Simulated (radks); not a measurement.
# The series with 59 electrons, Pr to Lu¹²⁺

An exercise on one series of results from a longer session: the logs are not shown, and one member is left open.

The numbers are computed with radks (a radial shooting solver on a logarithmic mesh, Libxc functionals) version 1 (Dirac Kohn-Sham, PBEsol, spin-unpolarised, spherical densities, point nucleus; open shells are shared between the two j in proportion to 2j + 1), except any that are marked as measured or tabulated.

**Starting point**

* electrons: 59
* ions: Pr, Nd⁺, Pm²⁺, Sm³⁺, Eu⁴⁺, Gd⁵⁺, Tb⁶⁺, Dy⁷⁺, Ho⁸⁺, Er⁹⁺, Tm¹⁰⁺, Yb¹¹⁺, Lu¹²⁺
* configuration: NIST ground configuration of each

Set-up of the first run:

Settings of this run:

```text
Z 59
configuration [Xe] 4f3 6s2
relativity Dirac
functional pbe_sol,pbe_sol
spin unpolarised
j_filling average
nucleus point
c 137.035999084
```

Command:

```
python run_ks.py task.json out
```

All runs below come from this command, one after another.

Among the steps run: Pr, [Xe] 4f3 6s2; Nd⁺, [Xe] 4f4 6s1; Pm²⁺, [Xe] 4f5; Sm³⁺, [Xe] 4f5; Eu⁴⁺, [Xe] 4f5; Gd⁵⁺, [Kr] 4d10 4f6 5s2 5p5; Tb⁶⁺, [Kr] 4d10 4f8 5s2 5p3; Dy⁷⁺, [Kr] 4d10 4f9 5s2 5p2; Ho⁸⁺, [Kr] 4d10 4f10 5s2 5p1; Er⁹⁺, [Kr] 4d10 4f10 5s2 5p1; Tm¹⁰⁺, [Kr] 4d10 4f11 5s2; Yb¹¹⁺, [Kr] 4d10 4f11 5s2; Lu¹²⁺, [Kr] 4d10 4f11 5s2.

One of the session's tables, all rows but one given; the rest of the session is left out.

| ion | E (hartree) | ε(4d3/2) (eV) | ε(4d5/2) (eV) | ε(5s1/2) (eV) | ε(4f5/2) (eV) |
| --- | --- | --- | --- | --- | --- |
| Pr | -9239.1705 | -112.40 | -108.79 | -38.998 | -1.478 |
| Nd⁺ | ? | ? | ? | ? | ? |
| Pm²⁺ | -10022.9093 | -138.09 | -133.71 | -55.011 | -15.472 |
| Sm³⁺ | -10429.3240 | -162.56 | -157.72 | -71.042 | -32.779 |
| Eu⁴⁺ | -10845.2952 | -190.18 | -184.84 | -89.066 | -53.191 |
| Gd⁵⁺ | -11270.4899 | -213.65 | -207.83 | -106.37 | -70.399 |
| Tb⁶⁺ | -11705.1569 | -231.82 | -225.57 | -122.22 | -83.126 |
| Dy⁷⁺ | -12150.3709 | -257.33 | -250.56 | -141.29 | -102.11 |
| Ho⁸⁺ | -12605.7376 | -284.02 | -276.68 | -161.30 | -122.14 |
| Er⁹⁺ | -13071.6316 | -319.37 | -311.35 | -185.37 | -149.87 |
| Tm¹⁰⁺ | -13547.5787 | -348.69 | -340.03 | -207.43 | -172.29 |
| Yb¹¹⁺ | -14033.9658 | -387.75 | -378.31 | -234.11 | -203.57 |
| Lu¹²⁺ | -14530.6166 | -428.95 | -418.67 | -262.24 | -236.95 |

**Question.** Estimate the row for Nd⁺.

The run gave: E (hartree): -9626.1405; ε(4d3/2) (eV): -124.67; ε(4d5/2) (eV): -120.69; ε(5s1/2) (eV): -46.413; ε(4f5/2) (eV): -7.920. In the column «E (hartree)» it lies between Pm²⁺ (-10022.9093) and Pr (-9239.1705).
